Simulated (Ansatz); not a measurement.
Geometry optimisation, Ansatz, DFT PBE, scalar-relativistic, plane waves, PAW.

The input (input.yaml):

```yaml
crystal:
  lattice:
    - [5.69876, 0.0, 0.0]
    - [-2.84938, 4.935271, 0.0]
    - [0.0, 0.0, 17.19652]
  atoms:
    - { symbol: W, position: [0.0, 0.0, 0.0581513] }
    - { symbol: C, position: [0.3333333, 0.1666667, 0.1394957] }
    - { symbol: W, position: [0.0, 0.0, 0.22084] }
    - { symbol: C, position: [0.3333333, 0.1666667, 0.3021844] }
    - { symbol: W, position: [0.0, 0.5, 0.0581513] }
    - { symbol: C, position: [0.3333333, 0.6666667, 0.1394957] }
    - { symbol: W, position: [0.0, 0.5, 0.22084] }
    - { symbol: C, position: [0.3333333, 0.6666667, 0.3021844] }
    - { symbol: W, position: [0.5, 0.0, 0.0581513] }
    - { symbol: C, position: [0.8333333, 0.1666667, 0.1394957] }
    - { symbol: W, position: [0.5, 0.0, 0.22084] }
    - { symbol: C, position: [0.8333333, 0.1666667, 0.3021844] }
    - { symbol: W, position: [0.5, 0.5, 0.0581513] }
    - { symbol: C, position: [0.8333333, 0.6666667, 0.1394957] }
    - { symbol: W, position: [0.5, 0.5, 0.22084] }
    - { symbol: C, position: [0.8333333, 0.6666667, 0.3021844] }
    - { symbol: "N", position: [0.317471, 0.9190281, 0.3487054] }
    - { symbol: H, position: [0.4562499, 0.9158761, 0.3835962] }
    - { symbol: H, position: [0.1786922, 0.9221801, 0.3835962] }
basis:
  ecutwfc: 420.0
kpoints:
  mp_grid: { grid: [3, 3, 1] }
hamiltonian:
  xc: pbe
  pseudopotentials: { kind: paw, azcp: { folder: soft_1 } }
scf:
  occupations: { method: gaussian, width: 0.15 }
  lower_state_search: "off"
relax:
  f_tol: 0.03
  max_steps: 60
  adjacent_minimum: "off"
  constraints: [{ sites: [0, 4, 8, 12] }]
```

Launched with:

```bash
$ ansatz run input.yaml --threads 4 --pin off --max-ram 10240MiB --backend cpu --events-out ev --progress --plain --runs-dir out
```

**Question.** Where does it end, and by what steps?

**Answer.** The forces met the threshold. Limits of this set-up: thin slab, slab without dipole correction, odd electron count without spin, open-shell adsorbate without spin, a typed lattice constant that wasn't relaxed here. After 8 steps the energy has fallen by 3.576 eV; H19 moved furthest, 0.53 Å.

```tsv
step	energy less start (eV)	largest force component (eV/Å)	accepted
0	0.0000	4.340	yes
1	-2.5495	1.402	yes
2	-3.3136	1.221	yes
3	-3.4495	0.876	yes
4	-3.5449	0.484	yes
5	-3.5699	0.194	yes
6	-3.5751	0.078	yes
7	-3.5713	0.152	no
8	-3.5762	0.025	yes
```

```xyz
19
Lattice="5.6988 0.0000 0.0000 -2.8494 4.9353 0.0000 0.0000 0.0000 17.1965" Properties=species:S:1:pos:R:3
W 0.000 0.000 1.000
C 1.418 0.842 2.350
W -0.004 -0.021 3.892
C 1.502 0.589 5.182
W -1.425 2.468 1.000
C 0.013 3.275 2.351
W -1.445 2.475 3.892
C -0.163 3.474 5.182
W 2.849 0.000 1.000
C 4.299 0.837 2.292
W 2.876 0.015 3.756
C 4.227 0.795 4.991
W 1.425 2.468 1.000
C 2.825 3.276 2.374
W 1.404 2.456 3.993
C 2.830 3.279 5.102
N -0.744 4.506 6.191
H 0.038 4.957 6.693
H -1.460 4.093 6.818
```

Whether the end is a true minimum wasn't checked by a vibrational analysis.

Time of the run: 36 s on 4 threads of Arm Neoverse V2, with other jobs on the host, peak memory 1.1 GiB.
